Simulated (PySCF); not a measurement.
# C3H8GeSi: the cost of one run

Programs: PySCF 2.14.0, with density-fitted response routines of our own. Each step states its level of theory. These are calculated values for one molecule in the gas phase, unless marked as measured. Atoms are numbered from 0 throughout.

### 1 Starting geometry

13 atoms, charge 0, multiplicity 1; geometry from: GFN2-xTB. The atoms were then displaced at random by about 0.01 Å, so the start is not that level's minimum.

Bonds of the start (Å): C0–C1 1.24, C1–Ge2 1.91, Ge2–C3 1.93, C3–Si4 1.91, C0–H5 1.02, Ge2–H6 1.50, Ge2–H7 1.52, C3–H8 1.11, C3–H9 1.07, Si4–H10 1.48, Si4–H11 1.45, Si4–H12 1.44.

### 2 Geometry optimisation at PBE0-D3(BJ)/def2-SVP

Job settings and geometry (Å):

```
{"job": {"xc": "PBE0", "basis": "def2-SVP", "d3": "d3bj", "grid": 1, "shake": 0.01, "kind": "geom"}, "charge": 0, "multiplicity": 1}
C      2.916190    -0.161210     0.829340
C      1.944890     0.437790     0.354800
Ge     0.417380     1.292000    -0.420480
C     -0.862020    -0.042950    -0.963820
Si    -1.569790    -1.073080     0.483670
H      3.722870    -0.627470     1.237740
H     -0.092610     2.254820     0.610100
H      0.955780     2.111900    -1.585930
H     -1.717460     0.470830    -1.445010
H     -0.439550    -0.709830    -1.685370
H     -2.237720    -0.177250     1.459400
H     -2.536280    -2.026540    -0.024660
H     -0.495850    -1.765910     1.139880
```

On the command line:

```bash
OMP_NUM_THREADS=1 python probes_run.py task.json out
```

One launch serves the whole session: the jobs run in the order shown.

**Question.** How long does this first job take on 1 thread of Arm Neoverse V2, shared host, and how much memory does it need?

About 46 s, with a peak of 0.56 GiB.
